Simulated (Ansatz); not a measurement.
# C₂H₅F₂InO: taking an electron away

An exercise on one series of results from a longer session: the logs are not shown, and one member is left open.

Computed with Ansatz 0.2.0, Gaussian basis. Level: unrestricted cation, the program's frozen cores in correlated methods.

Levels to be run: UKS PBE-D4/def2-TZVPP; UKS r2SCAN-D4/def2-TZVPP; UKS PBE0-D4/def2-TZVPP; UKS B3LYP-D4/def2-TZVPP; UKS wB97X-V/def2-TZVPP; UKS wB97M-V/def2-TZVPP; UKS B2PLYP/def2-TZVPP; UHF-CCSD(T)/def2-TZVPP; UHF-MP2/def2-QZVPP; extrapolation to the limit; then −ε(HOMO) from the neutral's earlier runs with LDA (SPW92), PBE-D4, revPBE-D4, BLYP-D4, r2SCAN-D4, B97M-V, PBE0-D4, B3LYP-D4, r2SCANh-D4, r2SCAN0-D4, HSE06-D4, BHLYP-D4, CAM-B3LYP-D4, LC-ωPBE, ωB97X-V, ωB97M-V.

### The geometry

An earlier PBE0-D4 in a triple-zeta def2 set relaxation fixed the geometry. In takes the def2 core potential; no spin-orbit term is included.

SMILES `CC[O][In]([F])[F]`, 11 atoms, charge 0, spin multiplicity 1.

Atoms are counted from 1 here; the program's logs count them from 0.

Bond lengths: C1–C2 1.511 Å, C1–H7 1.093 Å, C1–H8 1.097 Å, C1–H9 1.093 Å, C2–O3 1.416 Å, C2–H10 1.096 Å, C2–H11 1.098 Å, O3–In4 1.956 Å, In4–F5 1.939 Å, In4–F6 1.926 Å. Angles: C2–C1–H7 111.0°, C2–C1–H8 111.0°, C2–C1–H9 110.6°, H7–C1–H8 107.0°, H7–C1–H9 108.1°, H8–C1–H9 109.0°, C1–C2–O3 113.3°, C1–C2–H10 109.9°, C1–C2–H11 110.0°, O3–C2–H10 105.5°, O3–C2–H11 110.6°, H10–C2–H11 107.2°, C2–O3–In4 120.7°, O3–In4–F5 123.9°, O3–In4–F6 122.3°, F5–In4–F6 113.8°.

Geometry (Å):

```
C    -0.1173   -1.2069    0.5873
C     1.0799   -0.3455    0.2575
O     0.7868    1.0401    0.2418
In   -0.7435    1.7255   -0.7655
F    -1.7933    0.6572   -1.9962
F    -1.3104    3.5624   -0.6518
H     0.1629   -2.2620    0.6431
H    -0.8887   -1.1211   -0.1886
H    -0.5464   -0.9178    1.5499
H     1.8543   -0.4733    1.0223
H     1.5157   -0.6586   -0.6999
```

The first run:

The input, in.yaml:

```yaml
crystal:
  periodic: [false, false, false]
  atoms:
    - {symbol: C, position_ang: [-0.117290, -1.206939, 0.587265]}
    - {symbol: C, position_ang: [1.079859, -0.345511, 0.257537]}
    - {symbol: O, position_ang: [0.786794, 1.040089, 0.241833]}
    - {symbol: In, position_ang: [-0.743464, 1.725542, -0.765526]}
    - {symbol: F, position_ang: [-1.793342, 0.657235, -1.996186]}
    - {symbol: F, position_ang: [-1.310384, 3.562408, -0.651776]}
    - {symbol: H, position_ang: [0.162922, -2.262023, 0.643120]}
    - {symbol: H, position_ang: [-0.888682, -1.121124, -0.188593]}
    - {symbol: H, position_ang: [-0.546424, -0.917752, 1.549931]}
    - {symbol: H, position_ang: [1.854266, -0.473286, 1.022336]}
    - {symbol: H, position_ang: [1.515745, -0.658641, -0.699942]}
basis:
  gaussian: {orbitals: def2-TZVPP}
total_charge: 1
magnetization: {spin_polarized: true, initial_magnetization: 1}
hamiltonian: {xc: pbe, dispersion: d4}
```

Command:

```bash
$ ansatz run in.yaml --threads 2 --pin off --events-out ev --progress --plain --max-ram 32768MiB --backend cuda --devices 0, --max-vram 18GiB
```

Steps of the session up to this table: Cation, UKS PBE-D4/def2-TZVPP; Cation, UKS r2SCAN-D4/def2-TZVPP; Cation, UKS PBE0-D4/def2-TZVPP; Cation, UKS B3LYP-D4/def2-TZVPP; Cation, UKS wB97X-V/def2-TZVPP; Cation, UKS wB97M-V/def2-TZVPP; Cation, UKS B2PLYP (frozen core)/def2-TZVPP; Cation, UHF-CCSD(T)/def2-TZVPP; Cation, UHF-MP2/def2-QZVPP.

One of the session's tables, all rows but one given; the rest of the session is left out.

It belongs to the step «Ionisation energies side by side». For comparison, −ε(HOMO) of the neutral from earlier runs:

| functional | −ε(HOMO) (eV) |
| --- | --- |
| LDA (SPW92) | 7.10 |
| PBE-D4 | 6.89 |
| revPBE-D4 | 6.81 |
| BLYP-D4 | 6.83 |
| r2SCAN-D4 | 7.20 |
| B97M-V | 7.31 |
| PBE0-D4 | 8.43 |
| B3LYP-D4 | 8.22 |
| r2SCANh-D4 | 7.78 |
| r2SCAN0-D4 | ? |
| HSE06-D4 | 8.02 |
| BHLYP-D4 | 9.95 |
| CAM-B3LYP-D4 | 9.91 |
| LC-ωPBE | 11.19 |
| ωB97X-V | 10.87 |
| ωB97M-V | 10.82 |

Q: Estimate the row for r2SCAN0-D4 from the others.

Worked estimate for «−ε(HOMO) (eV)». Against the share of exact exchange, r2SCAN-D4 (0, 7.20), r2SCANh-D4 (0.1, 7.78) give a slope of 5.80 per unit share; at 0.25 the line stands at 8.65.

**Answer.** −ε(HOMO) (eV): 8.65. In «−ε(HOMO) (eV)» the line misses by 0.00.
